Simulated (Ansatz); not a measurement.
# CH6AlBS: the cost of one run

All numbers below are computed with Ansatz 0.2.0 (UKS PBE-D4/def2-SVP).

### 1 The structure to begin with

Bond lengths: C1–Al2 1.925 Å, Al2–B3 2.055 Å, B3–S4 1.790 Å, C1–H5 1.137 Å, C1–H6 1.168 Å, C1–H7 1.108 Å, Al2–H8 1.642 Å, B3–H9 1.221 Å, S4–H10 1.372 Å. Angles: C1–Al2–B3 118.2°, C1–Al2–H8 120.9°, B3–Al2–H8 120.8°, Al2–C1–H5 112.6°, Al2–C1–H6 111.6°, Al2–C1–H7 111.8°, H5–C1–H6 105.8°, H5–C1–H7 109.1°, H6–C1–H7 105.6°, Al2–B3–S4 122.4°, Al2–B3–H9 117.9°, S4–B3–H9 119.7°, B3–S4–H10 94.8°.

Structure file:

```xyz
10

C    -0.9561    1.3782   -0.1905
Al    0.7706    0.6414    0.2335
B     0.9291   -1.3942    0.4625
S    -0.4735   -2.4909    0.2803
H    -1.3659    0.9894   -1.1774
H    -0.9136    2.5404   -0.2987
H    -1.6955    1.1807    0.6113
H     2.0875    1.6100    0.3846
H     2.0183   -1.8518    0.7699
H    -0.3176   -2.6544   -1.0726
```

### 2 End point A

The input, input.yaml:

```yaml
crystal:
  periodic: [false, false, false]
  atoms:
    - { symbol: C, position_ang: [-0.9561, 1.3782, -0.1905] }
    - { symbol: Al, position_ang: [0.7706, 0.6414, 0.2335] }
    - { symbol: B, position_ang: [0.9291, -1.3942, 0.4625] }
    - { symbol: S, position_ang: [-0.4735, -2.4909, 0.2803] }
    - { symbol: H, position_ang: [-1.3659, 0.9894, -1.1774] }
    - { symbol: H, position_ang: [-0.9136, 2.5404, -0.2987] }
    - { symbol: H, position_ang: [-1.6955, 1.1807, 0.6113] }
    - { symbol: H, position_ang: [2.0875, 1.61, 0.3846] }
    - { symbol: H, position_ang: [2.0183, -1.8518, 0.7699] }
    - { symbol: H, position_ang: [-0.3176, -2.6544, -1.0726] }
magnetization:
  spin_polarized: true
basis:
  gaussian: { orbitals: def2-SVP }
hamiltonian:
  xc: pbe
  dispersion: d4
relax:
  f_tol: 0.02
  max_steps: 50
```

Launch:

```
$ ansatz run input.yaml --threads 2 --pin off --max-ram 3072MiB --backend cpu --events-out ev --progress --plain --runs-dir out
```

Q: Estimate wall time and peak memory on 2 threads of Intel Xeon Platinum 8488C (Sapphire Rapids), shared host.

About 75 s, with a peak of 0.22 GiB.
